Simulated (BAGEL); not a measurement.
# UHF/STO-3G (density fitting with qzvpp-jkfit) run of GeNH3Cl (SMILES [NH2][GeH][Cl])

What is the energy change on altering one bond length of GeNH3Cl at UHF/STO-3G (density fitting with qzvpp-jkfit)? 

The calculation is run with BAGEL 1.2.2.

## 1. The structure to begin with

GeNH3Cl has 6 atoms, charge 0, and is taken as a doublet. SMILES: `[NH2][GeH][Cl]`. The shape is that of a PBE0-D4/def2-TZVP optimisation. This is one conformer, not always the lowest.

Bond lengths: N1–Ge2 1.836 Å, Ge2–Cl3 2.169 Å, N1–H4 1.011 Å, N1–H5 1.011 Å, Ge2–H6 1.560 Å. Angles: N1–Ge2–Cl3 104.1°, N1–Ge2–H6 106.5°, Cl3–Ge2–H6 107.8°, Ge2–N1–H4 115.7°, Ge2–N1–H5 115.6°, H4–N1–H5 109.9°.

## 2. A single-point energy at UHF/STO-3G (density fitting with qzvpp-jkfit)

input.json reads:

```json
{ "bagel": [

{
  "title": "molecule",
  "basis": "sto-3g",
  "df_basis": "qzvpp-jkfit",
  "angstrom": true,
  "geometry": [
    { "atom": "N", "xyz": [   -0.446300,    0.317900,   -0.788300 ] },
    { "atom": "Ge", "xyz": [    0.075400,   -0.151000,    0.908100 ] },
    { "atom": "Cl", "xyz": [    1.243000,   -1.956900,    0.623300 ] },
    { "atom": "H", "xyz": [   -0.984500,    1.171200,   -0.861400 ] },
    { "atom": "H", "xyz": [   -0.888700,   -0.414300,   -1.327200 ] },
    { "atom": "H", "xyz": [    1.043200,    0.969100,    1.399300 ] }
  ]
},
{
  "title": "uhf",
  "nopen": 1
},
{
  "title": "print",
  "file": "orbitals.molden",
  "orbitals": true
}

]}
```

The run is started by

```console
$ BAGEL_NUM_THREADS=1 BAGEL input.json > input.out
```

The log of the run:

```text
* using 1 threads per process

  ===============================================================
  ===============================================================

  *** Geometry ***

  { "atom" : "N", "xyz" : [     -0.843385,      0.600744,     -1.489671 ] },
  { "atom" : "Ge", "xyz" : [      0.142485,     -0.285349,      1.716060 ] },
  { "atom" : "Cl", "xyz" : [      2.348930,     -3.698005,      1.177866 ] },
  { "atom" : "H", "xyz" : [     -1.860435,      2.213247,     -1.627810 ] },
  { "atom" : "H", "xyz" : [     -1.679400,     -0.782914,     -2.508045 ] },
  { "atom" : "H", "xyz" : [      1.971362,      1.831334,      2.644294 ] },

  Number of auxiliary basis functions:      525

  Since a DF basis is specified, we compute 2- and 3-index integrals:
    o Being stored without compression. Storage requirement is 0.005 GB

  Number of basis functions:       35
  Number of electrons      :       59

    * METHOD: MOLECULE                             0.35

  *** Open-shell HF ***

  === Nuclear Repulsion ===
   259.0768003271

      * DIIS with orbital gradients will be used.

  === UHF iteration (sto-3g) ===
      0      -2561.80674823          0.01445715           0.11
      1      -2561.84393642          0.00391744           0.10
      2      -2561.84774555          0.00185465           0.10
      3      -2561.84842070          0.00075180           0.10
      4      -2561.84879103          0.00024701           0.10
      5      -2561.84885408          0.00007866           0.10
      6      -2561.84886409          0.00002777           0.10
      7      -2561.84886603          0.00001176           0.10
      8      -2561.84886641          0.00000409           0.10
      9      -2561.84886646          0.00000170           0.10
     10      -2561.84886646          0.00000083           0.10
     11      -2561.84886647          0.00000041           0.10
     12      -2561.84886647          0.00000014           0.10
     13      -2561.84886647          0.00000004           0.10
     14      -2561.84886647          0.00000002           0.10
     15      -2561.84886647          0.00000001           0.10
    * SCF iteration converged.

    * S^2 (UHF) is 0.7556

    * Permanent dipole moment:
           (    1.233431,    -0.953904,    -0.288923) a.u.

    * METHOD: UHF                                  1.84

    * METHOD: PRINT                                0.01

  ===============================================================
```

Wall time 2.4 s (1 thread of Arm Neoverse N1, shared host); peak memory 0.081 GiB.

## 3. The distorted shape

job.json reads:

```json
{ "bagel": [

{
  "title": "molecule",
  "basis": "sto-3g",
  "df_basis": "qzvpp-jkfit",
  "angstrom": true,
  "geometry": [
    { "atom": "N", "xyz": [      -0.313572,       0.537573,      -0.626620 ] },
    { "atom": "Ge", "xyz": [       0.208128,       0.068673,       1.069780 ] },
    { "atom": "Cl", "xyz": [       1.375728,      -1.737227,       0.784980 ] },
    { "atom": "H", "xyz": [      -0.851772,       1.390873,      -0.699720 ] },
    { "atom": "H", "xyz": [      -0.888700,      -0.414300,      -1.327200 ] },
    { "atom": "H", "xyz": [       1.175928,       1.188773,       1.560980 ] }
  ]
},

{ "title": "uhf", "nopen": 1 },

{ "title": "print", "file": "orbitals.molden", "orbitals": true }

]}
```

The run is started by

```console
$ BAGEL_NUM_THREADS=1 BAGEL job.json > job.out
```

The log of the run:

```text
* using 1 threads per process

  ===============================================================
  ===============================================================

  *** Geometry ***

  { "atom" : "N", "xyz" : [     -0.592565,      1.015866,     -1.184140 ] },
  { "atom" : "Ge", "xyz" : [      0.393305,      0.129773,      2.021591 ] },
  { "atom" : "Cl", "xyz" : [      2.599749,     -3.282883,      1.483397 ] },
  { "atom" : "H", "xyz" : [     -1.609616,      2.628369,     -1.322279 ] },
  { "atom" : "H", "xyz" : [     -1.679400,     -0.782914,     -2.508045 ] },
  { "atom" : "H", "xyz" : [      2.222182,      2.246455,      2.949825 ] },

  Number of auxiliary basis functions:      525

  Since a DF basis is specified, we compute 2- and 3-index integrals:
    o Being stored without compression. Storage requirement is 0.005 GB

  Number of basis functions:       35
  Number of electrons      :       59

    * METHOD: MOLECULE                             0.35

  *** Open-shell HF ***

  === Nuclear Repulsion ===
   257.5059541133

      * DIIS with orbital gradients will be used.

  === UHF iteration (sto-3g) ===
      0      -2561.74945173          0.01510931           0.10
      1      -2561.78686866          0.00473647           0.10
      2      -2561.79131934          0.00260755           0.10
      3      -2561.79221579          0.00086880           0.10
      4      -2561.79271432          0.00028988           0.10
      5      -2561.79281594          0.00009812           0.10
      6      -2561.79283738          0.00003356           0.10
      7      -2561.79284384          0.00001372           0.10
      8      -2561.79284639          0.00000477           0.10
      9      -2561.79284724          0.00000210           0.10
     10      -2561.79284770          0.00000163           0.10
     11      -2561.79284807          0.00000136           0.10
     12      -2561.79284850          0.00000098           0.10
     13      -2561.79284870          0.00000054           0.10
     14      -2561.79284875          0.00000032           0.10
     15      -2561.79284877          0.00000013           0.10
     16      -2561.79284877          0.00000006           0.10
     17      -2561.79284877          0.00000003           0.10
     18      -2561.79284877          0.00000001           0.10
     19      -2561.79284877          0.00000001           0.10
    * SCF iteration converged.

    * S^2 (UHF) is 0.7599

    * Permanent dipole moment:
           (    1.220441,    -0.979048,    -0.261262) a.u.

    * METHOD: UHF                                  2.22

    * METHOD: PRINT                                0.01

  ===============================================================
```

It took 2.8 s on 1 thread of Arm Neoverse N1, shared host; peak memory 0.081 GiB.

## 4. Outcome

Level: UHF/STO-3G (density fitting with qzvpp-jkfit).

```
                                                         quantity           value
                                        first shape: total energy  -2561.84887 Eh
                                       first shape: dipole moment          4.03 D
                                                first shape: ⟨S²⟩           0.756
                                    distorted shape: total energy  -2561.79285 Eh
                                   distorted shape: dipole moment          4.03 D
                                            distorted shape: ⟨S²⟩           0.760
energy change with the N1–H5 bond stretched from 1.011 to 1.314 Å        1.524 eV
```

What this shows: With the N1–H5 bond stretched from 1.011 to 1.314 Å the energy rises by 1.52 eV (35 kcal/mol). The first shape isn't relaxed at this level, so the change isn't measured from a minimum. The minimal basis adds a large error of its own.
